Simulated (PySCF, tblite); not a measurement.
# C₂H₁₇BOSi₆, a small molecule taken as a stand-in for a surface group (Si 6-ring): infrared bands, NMR shifts and core binding energies, part 2 of 2

tblite 0.8.0 and PySCF 2.14.0. Atoms count from 0, parts from 1. The steps go on from the part before.

## (5) Core holes by ΔSCF: SCAN, X2C

The job: settings as JSON, then the geometry in Å.

```
{"job": {"kind": "xps", "holes": 3}, "charge": 0, "multiplicity": 1}
Si     0.283480    -2.482434     1.234176
Si     1.577912    -2.161760    -0.699314
Si     2.759598    -0.135446    -0.860979
Si     2.095696     1.703967     0.444093
Si     0.808002     1.234494     2.351099
Si    -0.765066    -0.469518     1.894679
O     -1.543120     0.050426     0.546884
B     -2.037733     0.487709    -0.667599
C     -1.022236     0.612808    -1.865382
C     -3.561426     0.849874    -0.780845
H     -0.655449    -3.599145     1.029587
H      1.140632    -3.054737     2.286532
H      2.513778    -3.280823    -0.913128
H      0.719380    -2.319906    -1.886769
H      4.171016    -0.420312    -0.536419
H      2.896731     0.264011    -2.272112
H      1.360193     2.659397    -0.403990
H      3.281075     2.516764     0.772178
H      0.205905     2.474817     2.870365
H      1.710908     0.898174     3.465249
H     -1.813630    -0.628036     2.908990
H     -1.250575    -0.124115    -2.636903
H      0.011397     0.446049    -1.539259
H     -1.077172     1.593528    -2.338111
H     -3.696332     1.901560    -0.519885
H     -4.169848     0.266742    -0.091140
H     -3.943112     0.715914    -1.791997
```

Method: delta-SCF UKS SCAN, pcX-2 on the ionised atom, pcseg-1 elsewhere, spin-free X2C.

What it wrote:

```text
ground state, core basis on atom 4 (Si), 291 functions
  cycle   1  E = -1926.71306401  |g| = 8.47e-01
  cycle   2  E = -1926.28446362  |g| = 1.64e+00
  cycle   3  E = -1926.85464131  |g| = 3.02e-01
  cycle   4  E = -1926.87548223  |g| = 6.06e-02
  cycle   5  E = -1926.87641893  |g| = 2.39e-02
  cycle   6  E = -1926.87659622  |g| = 5.63e-03
  cycle   7  E = -1926.87660796  |g| = 1.49e-03
  cycle   8  E = -1926.87660763  |g| = 5.19e-04
  cycle   9  E = -1926.87660769  |g| = 9.95e-05
  E(ground) = -1927.03460727 Eh
hole in Si 2p of atom 4
  cycle   1  E = -1922.61091973  |g| = 1.24e+00
  cycle   2  E = -1921.04683326  |g| = 1.70e+00
  cycle   3  E = -1922.69964721  |g| = 5.92e-01
  cycle   4  E = -1922.95220883  |g| = 1.61e-01
  cycle   5  E = -1922.95289369  |g| = 1.54e-01
  cycle   6  E = -1922.96339181  |g| = 2.35e-02
  cycle   7  E = -1922.96367614  |g| = 7.81e-03
  cycle   8  E = -1922.96371325  |g| = 2.36e-03
  cycle   9  E = -1922.96371750  |g| = 7.66e-04
  cycle  10  E = -1922.96371822  |g| = 2.31e-04
  E(ion) = -1923.13312805 Eh   <S^2> = 0.7523   hole on atom = 1.002   binding energy = 106.165 eV
  2p3/2 = 105.949 eV   2p1/2 = 106.572 eV
ground state, core basis on atom 5 (Si), 291 functions
  cycle   1  E = -1926.88492534  |g| = 2.88e-01
  cycle   2  E = -1926.88491168  |g| = 4.57e-02
  cycle   3  E = -1926.88463800  |g| = 4.82e-02
  cycle   4  E = -1926.88520327  |g| = 1.51e-02
  cycle   5  E = -1926.88525624  |g| = 3.31e-03
  cycle   6  E = -1926.88525652  |g| = 2.94e-04
  E(ground) = -1927.04345848 Eh
hole in Si 2p of atom 5
  cycle   1  E = -1922.58842106  |g| = 1.25e+00
  cycle   2  E = -1920.47450499  |g| = 1.86e+00
  cycle   3  E = -1922.56552227  |g| = 6.51e-01
  cycle   4  E = -1922.93160777  |g| = 1.39e-01
  cycle   5  E = -1922.92557764  |g| = 1.87e-01
  cycle   6  E = -1922.93949928  |g| = 2.30e-02
  cycle   7  E = -1922.93975804  |g| = 9.26e-03
  cycle   8  E = -1922.93981756  |g| = 2.66e-03
  cycle   9  E = -1922.93982379  |g| = 7.82e-04
  cycle  10  E = -1922.93982497  |g| = 2.57e-04
  E(ion) = -1923.10912020 Eh   <S^2> = 0.7515   hole on atom = 1.002   binding energy = 107.059 eV
  2p3/2 = 106.800 eV   2p1/2 = 107.426 eV
ground state, core basis on atom 6 (O), 280 functions
  cycle   1  E = -1926.81832661  |g| = 1.10e-01
  cycle   2  E = -1926.81559751  |g| = 1.37e-01
  cycle   3  E = -1926.81863211  |g| = 5.17e-02
  cycle   4  E = -1926.81910101  |g| = 4.28e-03
  cycle   5  E = -1926.81911136  |g| = 7.83e-04
  cycle   6  E = -1926.81910830  |g| = 1.97e-04
  E(ground) = -1927.01554290 Eh
hole in O 1s of atom 6
  cycle   1  E = -1906.21482478  |g| = 2.24e+00
  cycle   2  E = -1905.58330025  |g| = 2.27e+00
  cycle   3  E = -1906.97265400  |g| = 4.48e-01
  cycle   4  E = -1907.02855219  |g| = 2.16e-01
  cycle   5  E = -1907.06273473  |g| = 5.03e-02
  cycle   6  E = -1907.06430528  |g| = 1.36e-02
  cycle   7  E = -1907.06444352  |g| = 4.09e-03
  cycle   8  E = -1907.06445680  |g| = 1.27e-03
  cycle   9  E = -1907.06445588  |g| = 4.54e-04
  E(ion) = -1907.26144444 Eh   <S^2> = 0.7619   hole on atom = 1.000   binding energy = 537.536 eV
```

Wall time 2.2 min (1 thread of Arm Neoverse V1, shared host); peak memory 1.2 GiB.

The holes in one table. −ε is the ground-state orbital energy:

```
       hole  stands for                   environment  ΔSCF (eV; 2p as the shell's mean)  −ε (eV)   ⟨S²⟩
Si2p on Si4         Si4   silicon bonded to 2 Si, 2 H                             106.16     96.1  0.752
Si2p on Si5         Si5  silicon bonded to O, 2 Si, H                             107.01     97.0  0.751
  O1s on O6          O6        oxygen bonded to B, Si                             537.54    516.7  0.762
```

With the spin-orbit splitting: Si4 2p3/2 105.95, 2p1/2 106.57 eV; Si5 2p3/2 106.80, 2p1/2 107.43 eV. The table gives each 2p level as the mean over the whole 2p shell (two parts 2p3/2, one part 2p1/2), which differs a little from the single hole in the log.

## (6) Shielding tensors: PBE0/pcSseg-1

Same as in step 5 but for these lines:

```diff
@@ -1,2 +1,2 @@
-{"job": {"kind": "xps", "holes": 3}, "charge": 0, "multiplicity": 1}
+{"job": {"kind": "nmr", "xc": "PBE0", "basis": "pcSseg-1", "pop": false, "grid": 1}, "charge": 0, "multiplicity": 1}
 Si     0.283480    -2.482434     1.234176
```

Level: GIAO PBE0/pcSseg-1 NMR shielding, non-relativistic, gas phase.

What it wrote:

```text
final grid: 101216 points
cycle   1  E = -1922.4142672531  dE =  4.148e-01  |g| = 8.033e-01  |ddm| = 4.643e+00
cycle   2  E = -1922.2064006791  dE =  2.079e-01  |g| = 1.300e+00  |ddm| = 2.270e+00
cycle   3  E = -1922.5384166075  dE = -3.320e-01  |g| = 1.742e-01  |ddm| = 1.790e+00
cycle   4  E = -1922.5445522646  dE = -6.136e-03  |g| = 4.630e-02  |ddm| = 1.905e-01
cycle   5  E = -1922.5451018337  dE = -5.496e-04  |g| = 8.197e-03  |ddm| = 5.689e-02
cycle   6  E = -1922.5451214361  dE = -1.960e-05  |g| = 2.589e-03  |ddm| = 1.620e-02
cycle   7  E = -1922.5451233505  dE = -1.914e-06  |g| = 3.579e-04  |ddm| = 3.833e-03
cycle   8  E = -1922.5451233825  dE = -3.205e-08  |g| = 1.431e-04  |ddm| = 7.613e-04
cycle   9  E = -1922.5451233895  dE = -6.958e-09  |g| = 2.883e-05  |ddm| = 2.954e-04
cycle  10  E = -1922.5451233898  dE = -2.551e-10  |g| = 8.394e-06  |ddm| = 5.667e-05
converged SCF energy = -1922.5451233898

GIAO shielding tensors (ppm)
atom      isotropic    diamagn.    paramagn.     s11        s22        s33       span
  0 Si     470.162     881.330    -411.168    451.359    463.249    495.877     44.518
  1 Si     467.887     881.219    -413.333    446.835    460.398    496.427     49.593
  2 Si     477.674     880.774    -403.100    461.337    471.611    500.073     38.735
  3 Si     468.391     881.327    -412.936    446.407    461.240    497.526     51.119
  4 Si     469.413     881.350    -411.937    450.578    462.605    495.056     44.477
  5 Si     366.745     879.600    -512.856    295.103    340.187    464.944    169.841
  6 O      176.954     402.075    -225.120     34.001    131.427    365.435    331.434
  7 B       44.171     192.262    -148.091    -19.974     57.556     94.930    114.905
  8 C      170.285     258.485     -88.200    159.545    162.097    189.212     29.667
  9 C      178.909     253.728     -74.819    164.091    177.203    195.435     31.344
 10 H       27.901      29.724      -1.824     24.363     24.937     34.402     10.040
 11 H       28.266      29.828      -1.562     25.202     25.312     34.285      9.083
 12 H       27.854      29.552      -1.698     23.555     25.109     34.898     11.344
 13 H       28.007      31.196      -3.188     24.706     26.188     33.128      8.423
 14 H       27.954      29.639      -1.685     23.697     25.526     34.639     10.941
 15 H       27.970      29.813      -1.843     24.615     24.894     34.400      9.786
 16 H       28.034      31.266      -3.232     24.783     26.213     33.105      8.322
 17 H       27.858      29.602      -1.744     23.543     25.100     34.932     11.389
 18 H       27.902      29.739      -1.837     24.379     24.911     34.417     10.039
 19 H       28.266      29.838      -1.572     25.207     25.322     34.269      9.063
 20 H       25.058      28.578      -3.520     21.657     23.781     29.736      8.079
 21 H       30.916      32.917      -2.001     26.763     30.307     35.677      8.914
 22 H       31.605      38.392      -6.788     27.000     28.274     39.540     12.540
 23 H       30.821      32.728      -1.907     26.872     29.867     35.725      8.853
 24 H       31.356      29.381       1.975     28.054     28.977     37.037      8.983
 25 H       31.263      29.933       1.330     26.647     30.370     36.771     10.125
 26 H       31.073      29.044       2.030     26.948     29.936     36.336      9.388
```

It took 2.1 min on 1 thread of Arm Neoverse V1, shared host; peak memory 1.7 GiB.

In short: σ C8 170.3, C9 178.9, Si5 366.7, Si1 467.9, H20 25.06, H12 27.85 ppm.

## (7) Summary of results

This closing draws on all 2 parts.

| quantity | value |
| --- | --- |
| strongest single infrared mode (GFN1-xTB) | 628 cm⁻¹ |
| shieldings of C, H (PBE0/pcSseg-1) | C8 170.3, C9 178.9, H20 25.1, H12 27.9, H17 27.9, H10 27.9, H18 27.9, H14 28.0 ppm and more |
| Si2p binding energies, SCAN/pcX-2 (standing for 2 of 6 atoms) | Si5 107.01, Si4 106.16 eV |
| O1s binding energies, SCAN/pcX-2 | O6 537.54 eV |

**Reading.** No mode is imaginary at GFN1-xTB; the softest lies at 21 cm⁻¹. At PBE0/pcSseg-1: Shielding is most anisotropic at O6 (span 331 ppm, paramagnetic term -225 ppm). Si5 (silicon bonded to O, 2 Si, H) binds its Si2p electron 0.85 eV more tightly than Si4 (silicon bonded to 2 Si, 2 H). Only 2 of the 6 Si atoms are covered by sound results. A capped cluster stands for the solid here, so long-range fields and strain are missing, and bands or shifts of the capping hydrogens have no counterpart in it.
